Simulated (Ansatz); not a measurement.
Runs of Ansatz 0.2.0 on GeW. The structure is cubic, space group Fm-3m (No. 225). The conventional cell has a = 5.155 Å, b = 5.155 Å, c = 5.155 Å, α = 90.00°, β = 90.00°, γ = 90.00°. Ge (site symmetry m-3m) has 6 W at 2.58 Å as nearest neighbours. W (site symmetry m-3m) is surrounded by 6 Ge at 2.58 Å. The cell was built by a generator and needn't be a form met in nature.

```csv
task,level,cell,k mesh,smearing,atoms under strain,gap on the mesh (eV),pressure (GPa),relaxed volume (Å³/atom)
phonons,LDA,as given,7 × 7 × 7,fermi-dirac 0.05 eV,-,none,-,-
elastic constants,LDA,as given,7 × 7 × 7,fermi-dirac 0.05 eV,relaxed,none,-9.7,-
relaxation of cell and atoms,BLYP+D3(BJ),relaxed,9 × 9 × 9,fermi-dirac 0.05 eV,-,none,0.0,(a)
relaxation of cell and atoms,BLYP+D4,relaxed,9 × 9 × 9,fermi-dirac 0.05 eV,-,none,0.0,17.07
single point,PBE,as given,9 × 9 × 9,gaussian 0.029 eV,-,none,0.2,-
single point,PBE,as given,9 × 9 × 9,gaussian 0.03 eV,-,none,0.2,-
phonons,PBE,as given,7 × 7 × 7,fermi-dirac 0.05 eV,-,none,-,-
```

Alike in all rows: potentials or basis Ansatz PAW; no spin polarisation; cutoff (eV) 420.

Question: Estimate the missing entries.

Answer: (a) 16.79.

Caveats: the PAW data sets come from PBE, with cores solved anew for the run's functional, which leaves a small shift of forces and pressure (some runs); the plane-wave basis is chosen anew once the cell has moved, so the energies of steps on either side of that aren't comparable (some runs); pairwise dispersion overbinds metals, which lowers pressure and volume (some runs); the cell is more than 3 GPa from zero pressure, which shifts response properties (some runs); elastic constants of metals need much finer meshes, so these are rough (some runs).

A k mesh can miss the band edges, and the runs leave out spin-orbit coupling on Ge, W.

A gap of «none» marks a metal or a gap under the smearing width.
